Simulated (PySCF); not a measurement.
# C7H5ClO (meta-Chlorobenzaldehyde): the cost of one run

Programs: PySCF 2.14.0, with density-fitted response routines of our own. Each step states its level of theory. These are calculated values for one molecule, in the gas phase or a continuum, unless marked as measured. Atoms are numbered from 0 throughout.

## Step 1: The molecule as given

14 atoms, charge 0, multiplicity 1; geometry from: GFN2-xTB. The atoms were then displaced at random by about 0.01 Å, so the start is not that level's minimum.

Bonds of the start (Å): O0–C1 1.21, C1–C2 1.49, C2–C3 1.39, C3–C4 1.41, C4–C5 1.38, C5–C6 1.40, C6–Cl7 1.72, C6–C8 1.37, C8–C2 1.38, C1–H9 1.11, C3–H10 1.04, C4–H11 1.08, C5–H12 1.10, C8–H13 1.08.

## Step 2: Relaxing the molecule at PBE0-D3(BJ)/def2-TZVP

The job: settings as JSON, then the geometry in Å.

```
{"job": {"xc": "PBE0", "basis": "def2-TZVP", "d3": "d3bj", "grid": 2, "shake": 0.01, "kind": "geom"}, "charge": 0, "multiplicity": 1}
O      3.234450     0.114490    -0.140290
C      2.281910    -0.600810     0.069820
C      0.849400    -0.209860     0.011340
C      0.557900     1.108580    -0.301410
C     -0.806970     1.474100    -0.356790
C     -1.803670     0.559130    -0.082060
C     -1.443560    -0.754740     0.235860
Cl    -2.681130    -1.900520     0.562090
C     -0.129140    -1.138050     0.307730
H      2.447510    -1.661890     0.346490
H      1.308030     1.807780    -0.492790
H     -1.068220     2.497620    -0.585020
H     -2.868130     0.848610    -0.124130
H      0.114470    -2.159530     0.541390
```

The run is started by

```bash
OMP_NUM_THREADS=2 python probes_run.py task.json out
```

This one command runs all jobs of the session in turn.

Q: Estimate the wall time and peak memory of this first job on 2 threads of Intel Xeon at 2.70GHz, shared host.

About 8.2 min, with a peak of 2 GiB.
